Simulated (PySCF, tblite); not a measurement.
# C6H8O2S− (doublet): geometry, infrared bands and EPR parameters

What infrared bands and EPR parameters should C6H8O2S− (doublet) (`C[C]([O-])/C=C/OC(C)=S`) show?

Computed with tblite 0.8.0 and PySCF 2.14.0, with density-fitted response routines of our own, on a single molecule in the gas phase. Atoms count from 0, in the outputs and in this text.

## (1) The molecule as given

17 atoms, charge -1, multiplicity 2; geometry from: force field or distance geometry start.

Bonds of the start (Å): C0–C1 1.49, C1–O2 1.39, C1–C3 1.49, C3–C4 1.32, C4–O5 1.40, O5–C6 1.38, C6–C7 1.49, C6–S8 1.65, C0–H9 1.12, C0–H10 1.10, C0–H11 1.11, C3–H12 1.09, C4–H13 1.09, C7–H14 1.09, C7–H15 1.10, C7–H16 1.12.

## (2) Optimising the geometry with GFN2-xTB

The job: settings as JSON, then the geometry in Å.

```
{"job": {"kind": "relax", "xc": "GFN2-xTB", "basis": "xTB"}, "charge": -1, "multiplicity": 2}
C     -3.158600    -0.330800    -0.660100
C     -2.166400     0.164700     0.333600
O     -2.210300    -0.454200     1.578600
C     -0.791600     0.271700    -0.233200
C     -0.030100     1.324400    -0.007500
O      1.253900     1.446300    -0.539200
C      2.416200     1.200700     0.154300
C      2.984000    -0.162500     0.368600
S      3.291000     2.426800     0.832000
H     -2.721300    -0.128300    -1.667800
H     -3.358600    -1.416200    -0.620200
H     -4.097900     0.263200    -0.573400
H     -0.359800    -0.530000    -0.829100
H     -0.467600     2.114700     0.596600
H      2.859700    -0.470000     1.404200
H      4.058700    -0.141900     0.153800
H      2.491700    -0.917200    -0.300900
```

Run with:

```bash
> OMP_NUM_THREADS=1 python probes_run.py task.json out
```

The driver reads the jobs from task.json and runs them one after another.

**Question.** This job is followed by: GFN2-xTB harmonic vibrations, gas phase; UKS B3LYP, pcH-1 on C H O S, non-relativistic, mean-field spin-orbit, GIAO. Predict these results of the whole session: strongest single infrared mode (GFN2-xTB); zero-point energy (GFN2-xTB); g(iso) (B3LYP); ⟨S²⟩; largest a(iso) (averaged by class).

The runs gave:

```
                                 quantity                   value
strongest single infrared mode (GFN2-xTB)  1615 cm⁻¹, 1258 km/mol
             zero-point energy (GFN2-xTB)           78.0 kcal/mol
                           g(iso) (B3LYP)                 2.00577
                                     ⟨S²⟩      0.759 (exact 0.75)
       largest a(iso) (averaged by class)     13C on C6, 43.3 MHz
```

What this shows: Over 209 steps the energy fell by 2.506 eV; of the close pairs, C1–O2 changed most, 1.391 to 1.245 Å. All 45 modes are real, so the xTB geometry is a minimum. The strongest single mode, at 1615 cm⁻¹, moves mainly C1. Unscaled tight-binding wavenumbers are off by several per cent, some by more. Its intensities can rank the bands wrongly. The largest spin populations lie on C6 (0.29 e), C4 (0.25 e), S8 (0.22 e). The isotropic g lies 3.5 ppt above the free-electron value. These values are for one conformer; the search (at its own cheap level) found 2 more, at 0.61, 3.06 kcal/mol, and measured spectra average over such forms.
